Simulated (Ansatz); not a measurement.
**ClH4OSn+ (SMILES [OH2+][SnH2][Cl]): functionals against CCSD(T) at one geometry**

One table from this session's results is given with a row withheld; the runs are named, their logs left out.

The runs use Ansatz 0.2.0, Gaussian basis; single points in def2-TZVPP.

Correlated methods freeze the cores. Filled d shells of the heavier atoms are correlated. Core potentials replace the inner electrons past krypton, and spin-orbit coupling is left out. B3LYP uses VWN-RPA correlation.

## The starting structure

SMILES `[OH2+][SnH2][Cl]`, 7 atoms, charge 1, spin multiplicity 1.

Atoms are counted from 1 here; the program's logs count them from 0.

Bond lengths: O1–H4 1.002 Å, O1–H5 0.712 Å, Sn2–Cl3 1.991 Å, Sn2–H6 1.698 Å, Sn2–H7 1.586 Å. Angles: H4–O1–H5 100.2°, Cl3–Sn2–H6 129.0°, Cl3–Sn2–H7 118.5°, H6–Sn2–H7 112.1°.

Coordinates:

```xyz
7

O    -0.95850    0.08660   -0.85770
Sn    1.04770    0.12250    0.79640
Cl    0.94380   -1.75340    1.45390
H    -1.55670   -0.67890   -0.61250
H    -1.28680    0.32020   -1.44530
H     0.43330    1.53860    1.50350
H     1.63340    0.38460   -0.65430
```

Set-up of the first run:

run/in.yaml

```yaml
crystal:
  periodic: [false, false, false]
  atoms:
    - {symbol: O, position_ang: [-0.958500, 0.086600, -0.857700]}
    - {symbol: Sn, position_ang: [1.047700, 0.122500, 0.796400]}
    - {symbol: Cl, position_ang: [0.943800, -1.753400, 1.453900]}
    - {symbol: H, position_ang: [-1.556700, -0.678900, -0.612500]}
    - {symbol: H, position_ang: [-1.286800, 0.320200, -1.445300]}
    - {symbol: H, position_ang: [0.433300, 1.538600, 1.503500]}
    - {symbol: H, position_ang: [1.633400, 0.384600, -0.654300]}
basis:
  gaussian: {orbitals: def2-TZVPP}
total_charge: 1
correlation: {method: ccsd_t}
output: {forces: true}
```

The command line of these runs was not kept.

Among the steps run: CCSD(T)/def2-TZVPP; PBE0-D4/def2-TZVPP; wB97M-V/def2-TZVPP; r2SCAN-D4/def2-TZVPP; PBE-D4/def2-TZVPP; wB97X-V/def2-TZVPP; B3LYP-D4/def2-TZVPP.

One table of the session follows, with a row left open; its other results are not shown here.

```
   method  RMS force component (eV/Å)  angle to CCSD(T) forces (°)
  CCSD(T)                      10.878                    reference
  PBE0-D4                      10.840                          0.6
  wB97M-V                           ?                            ?
r2SCAN-D4                      10.817                          0.5
   PBE-D4                      10.938                          1.1
  wB97X-V                      10.891                          0.6
 B3LYP-D4                      10.815                          0.5
```

**Question.** Estimate the row for wB97M-V.

The run gave: RMS force component (eV/Å): 10.835; angle to CCSD(T) forces (°): 0.3. In the column «RMS force component (eV/Å)» it lies between r2SCAN-D4 (10.817) and PBE0-D4 (10.840).
